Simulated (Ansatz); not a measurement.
# Fe2O3 (Hematite): the cost of one run

Program: Ansatz 0.2.0. Level of theory: DFT PBE, scalar-relativistic, plane waves, PAW. These are calculated values, not measurements.

4 further runs of the same task are left out: 4 set aside as unsound or not needed.

## (1) The starting structure

It takes space group R-3c (No. 167, trigonal). Conventional cell: a = 5.038 Å, b = 5.038 Å, c = 13.772 Å, α = 90.00°, β = 90.00°, γ = 120.00°. Around Fe (site symmetry 3) lie 6 O at 1.95 to 2.12 Å. Around O (site symmetry 2) lie 4 Fe at 1.95 to 2.12 Å.

Coordinates:

```xyz
10
Lattice="2.5190 1.4543 4.5907 -2.5190 1.4543 4.5907 0.0000 -2.9087 4.5907" Properties=species:S:1:pos:R:3 pbc="T T T"
Fe    0.0000    0.0000    4.8932
Fe    0.0000    0.0000    1.9928
Fe    0.0000    0.0000    8.8788
Fe    0.0000    0.0000   11.7792
O    -0.9779    1.4543    8.0337
O    -0.7706   -1.5740    8.0337
O     1.7484    0.1197    8.0337
O     0.9779   -1.4543    5.7383
O     0.7706    1.5740    5.7383
O    -1.7484   -0.1197    5.7383
```

Starting moments: Fe 5.00 μB.

## (2) First run, at the start cell

input.yaml reads:

```yaml
crystal:
  lattice:
    - [2.519, 1.4543453281, 4.5906666667]
    - [-2.519, 1.4543453281, 4.5906666667]
    - [0.0, -2.9086906562, 4.5906666667]
  atoms:
    - { symbol: Fe, position: [0.3553, 0.3553, 0.3553], spin: 5.0 }
    - { symbol: Fe, position: [0.1447, 0.1447, 0.1447], spin: 5.0 }
    - { symbol: Fe, position: [0.6447, 0.6447, 0.6447], spin: 5.0 }
    - { symbol: Fe, position: [0.8553, 0.8553, 0.8553], spin: 5.0 }
    - { symbol: O, position: [0.5559, 0.9441, 0.25] }
    - { symbol: O, position: [0.25, 0.5559, 0.9441] }
    - { symbol: O, position: [0.9441, 0.25, 0.5559] }
    - { symbol: O, position: [0.4441, 0.0559, 0.75] }
    - { symbol: O, position: [0.75, 0.4441, 0.0559] }
    - { symbol: O, position: [0.0559, 0.75, 0.4441] }
basis:
  ecutwfc: 420
  ecutrho_ratio: 4
kpoints:
  mp_grid: { grid: [6, 6, 6] }
hamiltonian:
  xc: pbe
scf:
  occupations: { method: gaussian, width: 0.05 }
output:
  forces: true
  stress: true
  eigenvalues: true
  populations: true
magnetization:
  spin_polarized: true
relax:
  f_tol: 0.01
  max_steps: 60
  cell: { stress_tol: 0.04 }
```

The run is started by

```console
$ ansatz run input.yaml --threads 4 --pin off --max-ram 10240MiB --backend cpu --events-out ev --progress --plain --runs-dir out
```

What time and memory should one allow on 4 threads of Arm Neoverse V2, shared host?

About 2.3 min, with a peak of 0.73 GiB.
